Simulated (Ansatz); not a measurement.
# C5H10O2: the cost of one run

Computed with Ansatz 0.2.0 (the levels named in each step, unless a step's input says otherwise).

**1. The starting structure**

Bond lengths (14 of 16 bonds, heavy atoms first): C1–C2 1.524 Å, C2–C3 1.528 Å, C3–C4 1.511 Å, C4–O5 1.202 Å, C4–O6 1.341 Å, O6–C7 1.421 Å, C1–H8 1.088 Å, C1–H9 1.087 Å, C1–H10 1.087 Å, C2–H11 1.092 Å, C2–H12 1.091 Å, C3–H13 1.093 Å, C3–H14 1.090 Å, C7–H15 1.092 Å. Angles (14 of 28 angles, heavy atoms first): C1–C2–C3 111.7°, C2–C3–C4 111.7°, C3–C4–O5 125.7°, C3–C4–O6 110.8°, O5–C4–O6 123.5°, C4–O6–C7 116.6°, C1–C2–H11 109.6°, C1–C2–H12 109.5°, C3–C2–H11 109.1°, C3–C2–H12 108.5°, C2–C1–H8 110.7°, C2–C1–H9 110.4°, C2–C1–H10 110.4°, C2–C3–H13 109.8°.

As a file:

```xyz
17

C    -2.1785    1.2493   -0.6804
C    -2.1030   -0.2096   -0.2473
C    -0.7576   -0.8385   -0.6087
C     0.3621   -0.2948    0.2489
O     0.2696    0.0240    1.4040
O     1.5090   -0.2405   -0.4440
C     2.6591    0.2027    0.2637
H    -2.0599    1.3365   -1.7587
H    -3.1395    1.6772   -0.4050
H    -1.3953    1.8288   -0.1972
H    -2.9031   -0.7759   -0.7275
H    -2.2369   -0.2756    0.8334
H    -0.7931   -1.9167   -0.4307
H    -0.5081   -0.6751   -1.6573
H     2.6242    1.2854    0.4018
H     2.7061   -0.2758    1.2437
H     3.5187   -0.0732   -0.3420
```

**2. A rough first relaxation, PBE-D4/def2-SVP**

This run stands in another session on the same molecule. It ended at:

```xyz
17

C    -2.2795    1.2525   -0.6655
C    -2.1124   -0.2126   -0.2573
C    -0.7421   -0.7919   -0.6166
C     0.3902   -0.1887    0.1938
O     0.2735    0.3837    1.2614
O     1.5878   -0.3900   -0.4156
C     2.7276    0.1004    0.2993
H    -2.1453    1.3872   -1.7597
H    -3.2879    1.6314   -0.4036
H    -1.5382    1.8951   -0.1486
H    -2.8965   -0.8337   -0.7396
H    -2.2570   -0.3118    0.8390
H    -0.7162   -1.8876   -0.4239
H    -0.5069   -0.6752   -1.6954
H     2.6345    1.1877    0.4965
H     2.8380   -0.4165    1.2748
H     3.6043   -0.1018   -0.3420
```

**3. Relaxation, HF/STO-3G**

File input.yaml:

```yaml
crystal:
  periodic: [false, false, false]
  atoms:
    - { symbol: C, position_ang: [-2.27946909, 1.2524897, -0.665474] }
    - { symbol: C, position_ang: [-2.11237654, -0.2125778, -0.25729673] }
    - { symbol: C, position_ang: [-0.74206287, -0.79186957, -0.61664165] }
    - { symbol: C, position_ang: [0.39022713, -0.18866512, 0.19379701] }
    - { symbol: O, position_ang: [0.2735309, 0.38372181, 1.26137226] }
    - { symbol: O, position_ang: [1.5878026, -0.38996393, -0.41557195] }
    - { symbol: C, position_ang: [2.72755952, 0.10037572, 0.29927364] }
    - { symbol: H, position_ang: [-2.145317, 1.38720313, -1.75969361] }
    - { symbol: H, position_ang: [-3.287912, 1.63141517, -0.40363119] }
    - { symbol: H, position_ang: [-1.5382255, 1.89511722, -0.14862461] }
    - { symbol: H, position_ang: [-2.89645245, -0.83369463, -0.73963313] }
    - { symbol: H, position_ang: [-2.25699341, -0.31180612, 0.83902679] }
    - { symbol: H, position_ang: [-0.71622917, -1.8876392, -0.42393193] }
    - { symbol: H, position_ang: [-0.50685431, -0.675225, -1.69540344] }
    - { symbol: H, position_ang: [2.63452247, 1.1877008, 0.49647412] }
    - { symbol: H, position_ang: [2.83798616, -0.41645422, 1.27477366] }
    - { symbol: H, position_ang: [3.60426357, -0.10176794, -0.34204524] }
basis:
  gaussian: { orbitals: STO-3G }
hamiltonian:
  xc: hf
relax:
  f_tol: 0.004
  max_steps: 150
```

Started as:

```
> ansatz run input.yaml --threads 4 --pin off --max-ram 10240MiB --backend cpu --events-out ev --progress --plain --runs-dir out
```

Q: Estimate wall time and peak memory on 4 threads of Arm Neoverse V1, shared host.

About 9.2 s, with a peak of 0.1 GiB.
